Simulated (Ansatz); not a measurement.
Crystal: Ta3AsAu2O13.

```xyz
19
Lattice="5.4520 0.0000 0.0000 -2.7260 4.7216 0.0000 0.0000 0.0000 9.5790" Properties=species:S:1:pos:R:3 pbc="T T T"
Ta    0.0000    0.0000    1.8591
Ta    0.0000    0.0000    7.7199
Ta    2.7260    1.5739    0.0000
As    0.0000    0.0000    4.7895
Au    0.0000    3.1478    2.6273
Au    0.0000    3.1478    6.9517
O     0.0000    0.0000    0.0000
O    -1.3422    4.5861    3.4870
O    -0.5745    1.2662    3.4870
O     1.9167    3.5909    3.4870
O    -1.3422    4.5861    6.0921
O    -0.5745    1.2662    6.0921
O     1.9167    3.5909    6.0921
O     1.1852    1.5782    8.2230
O     3.4927    0.2373    8.2230
O     3.5002    2.9061    8.2230
O     1.1852    1.5782    1.3560
O     3.4927    0.2373    1.3560
O     3.5002    2.9061    1.3560
```

The cell was built by a generator and needn't be a form met in nature.

Base run:

```yaml
Program: Ansatz 0.2.0
Functional: PBE
Potentials_or_basis: all-electron LAPW, scalar-relativistic
Cutoff: 483 eV (chosen from the basis error)
Basis_error_allowed: 0.003 eV/atom
k_mesh: 4 × 4 × 2
Occupations: fermi-dirac, width 0.05 eV
Spin: no spin polarisation
Hubbard_terms: Au d U = 3 eV, Ta d U = 3 eV
```

Its results: band gap on the k mesh none (metal or under the smearing width); pressure 1.7 GPa; largest force 0.450 eV/Å.

Question: The run is repeated on the same cell with these changes: hubbard terms from Au d U = 3 eV, Ta d U = 3 eV to none. What comes out?

Answer: Band gap on the k mesh none (metal or under the smearing width); pressure -0.1 GPa; largest force 0.206 eV/Å.

Caveats: the k mesh is thin for a metal, which can move the energy by tens of meV per atom; U is the effective U less J, on atomic orbitals that reach past the spheres (some runs); U without spin polarisation on a metal has little footing (some runs).
